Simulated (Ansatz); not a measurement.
# ClH5NSi2, SMILES N[SiH][SiH2]Cl: a rigid scan of one bond length

Computed with Ansatz's Python interface.

Input file `clh5nsi2.xyz`:
```text
9

N     1.92740    0.21780    0.11790
Si    0.60130   -0.92240    0.49510
Si   -1.29620   -0.19580   -0.43350
Cl   -1.75230    1.70360    0.31940
H     1.63240    1.15350    0.47620
H     1.97350    0.29370   -0.92270
H     0.42800   -1.00600    1.95270
H    -2.38780   -1.12740   -0.11310
H    -1.12630   -0.11700   -1.89190
```

`run_scan.py`
```python
import ansatz as az
import numpy as np


def main() -> None:
    molecule = az.Crystal.molecule_from_extxyz("clh5nsi2.xyz")

    symbols = [site.symbol for site in molecule.cartesian_sites]
    start = np.array([site.position_ang for site in molecule.cartesian_sites])
    axis = (start[6] - start[1]) / np.linalg.norm(start[6] - start[1])
    moving = [6]
    lengths, energies = [1.294, 1.353, 1.411, 1.47, 1.529, 1.588, 1.647, 1.735], []
    for length in lengths:
        xyz = start.copy()
        xyz[moving] += (length - np.linalg.norm(start[6] - start[1])) * axis
        point = az.Crystal.molecule()
        for symbol, place in zip(symbols, xyz):
            point = point.atom(symbol, place.tolist())
        base = point.calculation()
        base = base.basis(gaussian="6-31G*").functional("b3lyp")
        base = base.spin("collinear", total=1)
        report = base.run(threads=1, pin="off").report
        energies.append(report["free_energy_ev"])
        print(f"r = {length:6.3f} A  E = {energies[-1]:.5f} eV  <S^2> = {abs(report['mean_field']['state']['spin_squared']):.3f}")

    fit = np.polynomial.Polynomial.fit(lengths, np.array(energies) - min(energies), 4).convert()
    roots = [r.real for r in fit.deriv().roots() if abs(r.imag) < 1e-9 and fit.deriv(2)(r.real) > 0]
    r_e = min(roots, key=lambda r: abs(r - lengths[int(np.argmin(energies))]))
    print(f"minimum of the fit at {r_e:.4f} A, force constant {fit.deriv(2)(r_e):.2f} eV/A^2")


if __name__ == "__main__":
    main()
```

```console
$ python run_scan.py
r =  1.294 A  E = -29849.07976 eV  <S^2> = 0.753
r =  1.353 A  E = -29849.34248 eV  <S^2> = 0.753
r =  1.411 A  E = -29849.49038 eV  <S^2> = 0.753
r =  1.470 A  E = -29849.55358 eV  <S^2> = 0.753
r =  1.529 A  E = -29849.54880 eV  <S^2> = 0.753
r =  1.588 A  E = -29849.49205 eV  <S^2> = 0.753
r =  1.647 A  E = -29849.39605 eV  <S^2> = 0.753
r =  1.735 A  E = -29849.20125 eV  <S^2> = 0.753
minimum of the fit at 1.4938 A, force constant 17.49 eV/A^2
```

What to keep in mind:
- The settings weren't tested for convergence.
- The rest of the molecule is held rigid at a force-field or estimated start geometry, and the basis set is modest; single-reference methods fail as a bond breaks.
- The run takes the species as open-shell (spin multiplicity 2), which needn't be its ground state.
- b3lyp holds the VWN-RPA fit, as in Gaussian; the form of ORCA and Turbomole is b3lyp5.
- Wall time of the script: 36 s on 1 thread of Arm Neoverse V2, with other jobs on the host, peak memory 0.3 GiB.
